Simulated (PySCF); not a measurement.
# Solver options tried on TeS (triplet)

Do solver options change the result for TeS (triplet), or only the number of cycles?

Program: PySCF 2.14.0. Level of theory: each script names its method and basis. These are calculated values, not measurements.

6 further runs of the same task are left out: 3 for a known fault of the program, 3 that didn't finish.

### 1 Starting geometry

TeS (triplet): 2 atoms, charge 0, spin multiplicity 3.

Bond lengths: Te1–S2 2.305 Å.

### 2 Base script

The input, input.py:

```python
from pyscf import gto, dft, tdscf

mol = gto.M(
    atom='Te 0 0 0; S 0 0 2.305',
    basis='sbkjc',
    ecp={'Te': 'sbkjc', 'S': 'sbkjc'},
    charge=0,
    spin=2,
    verbose=4,
)
mf = dft.UKS(mol, xc='bhandhlyp')
mf.kernel()
td = tdscf.TDDFT(mf)
td.nstates = 4
td.kernel()
td.analyze(verbose=3)
mf.dip_moment()
print('orbital energies (hartree):', [e[max(0, n-3):n+3].round(4) for e, n in zip(mf.mo_energy, mol.nelec)])
```

Started as:

```
> OMP_NUM_THREADS=1 python input.py
```

The log of this run is left out.

It gives: E(SCF) = -18.084062 Eh, 10 cycles, ⟨S²⟩ = 2.009, μ = 2.38 D, excitations 1.53, 1.53, 1.58, 3.08 eV.

The bond length is a typed value, not an optimised one. The triplet is typed in the script; nothing here shows that it is the ground state.

### 3 Damping 0.2

Run 1 changes damping: none → 0.2.

The input, input.py:

```python
from pyscf import gto, dft, tdscf

mol = gto.M(
    atom='Te 0 0 0; S 0 0 2.305',
    basis='sbkjc',
    ecp={'Te': 'sbkjc', 'S': 'sbkjc'},
    charge=0,
    spin=2,
    verbose=4,
)
mf = dft.UKS(mol, xc='bhandhlyp')
mf.damp = 0.2
mf.diis_start_cycle = 8
mf.kernel()
td = tdscf.TDDFT(mf)
td.nstates = 4
td.kernel()
td.analyze(verbose=3)
mf.dip_moment()
print('orbital energies (hartree):', [e[max(0, n-3):n+3].round(4) for e, n in zip(mf.mo_energy, mol.nelec)])
```

Started as:

```
> OMP_NUM_THREADS=1 python input.py
```

### 4 Damping 0.8

Run 2 changes damping: none → 0.8.

Edit input.py of step 2 so:

```diff
@@ -11,2 +11,4 @@
 mf = dft.UKS(mol, xc='bhandhlyp')
+mf.damp = 0.8
+mf.diis_start_cycle = 8
 mf.kernel()
```

### 5 Damping 0.5

Run 3 changes damping: none → 0.5.

Edit input.py of step 2 so:

```diff
@@ -11,2 +11,4 @@
 mf = dft.UKS(mol, xc='bhandhlyp')
+mf.damp = 0.5
+mf.diis_start_cycle = 8
 mf.kernel()
```

What does the calculation give? Wanted: for each run, E(SCF); from base; gap, α spin; SCF dipole; after the SCF.

**Answer**, as computed:

```csv
run,E(SCF) (hartree),from base (eV),cycles,"gap, α spin (eV)",SCF dipole (D),after the SCF
base,-18.084062,0,10,6.91,2.38,lowest root found 1.53 eV
damping 0.2,-18.084062,0.0000,18,6.91,2.38,lowest root found 1.53 eV
damping 0.8,-18.084062,0.0000,15,6.91,2.38,lowest root found 1.53 eV
damping 0.5,-18.084062,0.0000,14,6.91,2.38,lowest root found 1.53 eV
```

Distance from each run's final energy (log10 hartree) by cycle:

```csv
run,cycle 1,cycle 2,cycle 3,cycle 5,cycle 8,cycle 12
base,-1.2,-1.2,-2.1,-5.8,-8.9,done
damping 0.2,-1.2,-1.5,-1.3,-0.9,-0.4,-4.3
damping 0.8,-1.2,-1.6,-1.9,-2.4,-4.0,-6.9
damping 0.5,-1.2,-1.9,-2.5,-3.7,-5.0,-8.1
```

What this shows: With damping 0.2 or damping 0.8 or damping 0.5 the SCF ends at the base energy. The base needs 10 cycles and the run with damping 0.2 needs 18.
